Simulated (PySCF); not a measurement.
# GaP⁻: the SCF solver's settings

Do solver options change the result for GaP⁻, or only the number of cycles?

Method: each script names its method and basis; program: PySCF 2.14.0.

2 further runs of the same task are left out: 2 that didn't finish.

## Step 1: The starting structure

GaP⁻: 2 atoms, charge -1, spin multiplicity 2.

Bond lengths: Ga1–P2 2.133 Å.

## Step 2: Base script

Input file input.py:

```python
from pyscf import gto, scf, tdscf

mol = gto.M(
    atom='Ga 0 0 0; P 0 0 2.133',
    basis='cc-pvdz',
    charge=-1,
    spin=1,
    verbose=4,
)
mf = scf.UHF(mol)
mf = mf.density_fit(auxbasis='def2-universal-jkfit')
mf.kernel()
td = tdscf.TDA(mf)
td.nstates = 4
td.kernel()
td.analyze()
mf.dip_moment()
print('orbital energies (hartree):', [e[max(0, n-3):n+3].round(4) for e, n in zip(mf.mo_energy, mol.nelec)])
```

On the command line:

```bash
$ python input.py
```

The log of this run is left out.

In short: E(SCF) = -2263.929928 Eh, ⟨S²⟩ = 0.951, excitations 0.83, 0.83, 1.80, 1.99 eV.

The bond length is a typed value, not an optimised one. The dipole of an ion depends on the origin.

## Step 3: Point-group symmetry on

Variant 1 changes point-group symmetry: off → on.

Input file input.py:

```python
from pyscf import gto, scf, tdscf

mol = gto.M(
    atom='Ga 0 0 0; P 0 0 2.133',
    basis='cc-pvdz',
    charge=-1,
    spin=1,
    symmetry=True,
    verbose=4,
)
mf = scf.UHF(mol)
mf = mf.density_fit(auxbasis='def2-universal-jkfit')
mf.kernel()
td = tdscf.TDA(mf)
td.nstates = 4
td.kernel()
td.analyze()
mf.dip_moment()
print('orbital energies (hartree):', [e[max(0, n-3):n+3].round(4) for e, n in zip(mf.mo_energy, mol.nelec)])
```

On the command line:

```bash
$ python input.py
```

## Step 4: DIIS space 12

Variant 2 changes DIIS space: default → 12.

input.py, as its differences from that of step 2:

```diff
@@ -11,2 +11,3 @@
 mf = mf.density_fit(auxbasis='def2-universal-jkfit')
+mf.diis_space = 12
 mf.kernel()
```

## Step 5: Initial guess 1e

Variant 3 changes initial guess: minao → 1e.

input.py, as its differences from that of step 2:

```diff
@@ -11,2 +11,3 @@
 mf = mf.density_fit(auxbasis='def2-universal-jkfit')
+mf.init_guess = '1e'
 mf.kernel()
```

## Step 6: Smearing width 0.05 hartree

Variant 4 changes smearing width: none → 0.05 hartree; step after the SCF: tda → none.

input.py, as its differences from that of step 2:

```diff
@@ -1,2 +1,2 @@
-from pyscf import gto, scf, tdscf
+from pyscf import gto, scf
 
@@ -11,7 +11,4 @@
 mf = mf.density_fit(auxbasis='def2-universal-jkfit')
+mf = scf.addons.smearing_(mf, sigma=0.05, method='fermi')
 mf.kernel()
-td = tdscf.TDA(mf)
-td.nstates = 4
-td.kernel()
-td.analyze()
 mf.dip_moment()
```

## Step 7: Second-order solver on

Variant 5 changes second-order solver: off → on.

input.py, as its differences from that of step 2:

```diff
@@ -11,2 +11,3 @@
 mf = mf.density_fit(auxbasis='def2-universal-jkfit')
+mf = mf.newton()
 mf.kernel()
```

Before running it: what results should come out? Wanted: for each run, E(SCF); from base; gap, α spin; after the SCF.

As calculated:

```tsv
run	E(SCF) (hartree)	from base (eV)	cycles	gap, α spin (eV)	after the SCF
base	-2263.929928	0	26	8.27	lowest root found 0.83 eV
point-group symmetry on	-2263.929928	0.0000	26	8.27	lowest root found 0.83 eV
DIIS space 12	-2263.929928	0.0000	23	8.27	lowest root found 0.83 eV
initial guess 1e	-2263.929928	0.0000	31	8.27	lowest root found 0.83 eV
smearing width 0.05 hartree	-2263.792122	not comparable	16	n/a	n/a
second-order solver on	-2263.931600	-0.0455	4 macro	9.51	lowest root found 0.13 eV
```

Distance from each run's final energy (log10 hartree) by cycle:

```tsv
run	cycle 1	cycle 2	cycle 3	cycle 5	cycle 8	cycle 12
base	-1.0	-1.1	-2.9	-3.2	-3.2	-5.2
point-group symmetry on	-1.0	-1.1	-2.9	-3.2	-3.2	-5.2
DIIS space 12	-1.0	-1.1	-2.9	-3.2	-3.2	-4.4
initial guess 1e	1.9	1.0	0.4	-1.9	-3.6	-3.5
smearing width 0.05 hartree	-1.1	-1.0	-2.3	-3.2	-4.8	-7.5
second-order solver on	-2.5	-6.5	-11.0	done	done	done
```

The SCF energy stays the same, to the digits that matter, with point-group symmetry on or DIIS space 12 or initial guess 1e. With second-order solver on the SCF ends in another solution, 0.05 eV lower: the path to self-consistency decides the state here. The base needs 26 cycles and the run with initial guess 1e needs 31.
